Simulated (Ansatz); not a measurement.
I need a rigid scan of one bond length of C2H6AlN, SMILES N=C[CH2][AlH2]. Use Ansatz 0.2.0 through its Python package. Level of theory (for the species named): PBE, def2-SVP basis, multiplicity 1.

```yaml
atoms:
  - { symbol: N, position_ang: [-1.4790, -0.8830, -1.3634] }
  - { symbol: C, position_ang: [-0.8279, -0.1103, -0.5907] }
  - { symbol: C, position_ang: [0.4022, -0.6548, -0.0065] }
  - { symbol: Al, position_ang: [1.4195, 0.6856, 1.1882] }
  - { symbol: H, position_ang: [-2.3937, -0.4808, -1.8107] }
  - { symbol: H, position_ang: [-1.1512, 0.9209, -0.3673] }
  - { symbol: H, position_ang: [0.2243, -1.5542, 0.6164] }
  - { symbol: H, position_ang: [1.1767, -0.9225, -0.8104] }
  - { symbol: H, position_ang: [0.6585, 1.0238, 2.6346] }
  - { symbol: H, position_ang: [2.0536, 1.9241, 0.5127] }
```

`scan.py`:
```python
"""Potential curve of C2H6AlN along one bond."""

import warnings

import ansatz as az
from ase import Atoms
import numpy as np

BASIS = "def2-SVP"
FUNCTIONAL = "pbe"


def main() -> None:
    warnings.simplefilter("ignore", az.DeckWarning)

    atoms = Atoms(["N", "C", "C", "Al", "H", "H", "H", "H", "H", "H"], positions=[
        [-1.479, -0.883, -1.3634],
        [-0.8279, -0.1103, -0.5907],
        [0.4022, -0.6548, -0.0065],
        [1.4195, 0.6856, 1.1882],
        [-2.3937, -0.4808, -1.8107],
        [-1.1512, 0.9209, -0.3673],
        [0.2243, -1.5542, 0.6164],
        [1.1767, -0.9225, -0.8104],
        [0.6585, 1.0238, 2.6346],
        [2.0536, 1.9241, 0.5127],
    ])
    c2h6aln = az.Crystal.molecule_from_ase(atoms)

    symbols = [site.symbol for site in c2h6aln.cartesian_sites]
    start = np.array([site.position_ang for site in c2h6aln.cartesian_sites])
    axis = (start[5] - start[1]) / np.linalg.norm(start[5] - start[1])
    moving = [5]
    lengths, energies = [0.94, 1.02, 1.1, 1.21, 1.38, 1.66, 1.99, 2.43], []
    for length in lengths:
        xyz = start.copy()
        xyz[moving] += (length - np.linalg.norm(start[5] - start[1])) * axis
        point = az.Crystal.molecule()
        for symbol, place in zip(symbols, xyz):
            point = point.atom(symbol, place.tolist())
        job = (
            point.calculation()
            .basis(gaussian=BASIS)
            .functional(FUNCTIONAL)
            .spin("collinear")
        )
        data = job.run().report
        energies.append(data["free_energy_ev"])
        print(f"r = {length:6.3f} A  E = {energies[-1]:.5f} eV  <S^2> = {abs(data['mean_field']['state']['spin_squared']):.3f}")

    print("energy above the lowest point (eV):", [round(e - min(energies), 3) for e in energies])


if __name__ == "__main__":
    main()
```

```console
$ python scan.py
r =  0.940 A  E = -10242.66363 eV  <S^2> = 0.000
r =  1.020 A  E = -10243.17463 eV  <S^2> = 0.000
r =  1.100 A  E = -10243.35013 eV  <S^2> = 0.000
r =  1.210 A  E = -10243.26506 eV  <S^2> = 0.000
r =  1.380 A  E = -10242.77828 eV  <S^2> = 0.000
r =  1.660 A  E = -10241.76138 eV  <S^2> = 0.000
r =  1.990 A  E = -10240.72016 eV  <S^2> = 0.000
r =  2.430 A  E = -10239.74865 eV  <S^2> = 0.313
energy above the lowest point (eV): [0.686, 0.175, 0.0, 0.085, 0.572, 1.589, 2.63, 3.601]
```

Notes:
- Total energies depend on the basis set; only differences at equal settings carry meaning.
- The rest of the molecule is held rigid at a force-field or estimated start geometry, and the basis set is modest; single-reference methods fail as a bond breaks.
- The expectation value of S² is noticeably off S(S+1) in at least one run, so that state is spin-contaminated.
- Wall time of the script: 38 s on 1 thread of Arm Neoverse V2, on a shared host, peak memory 0.26 GiB.
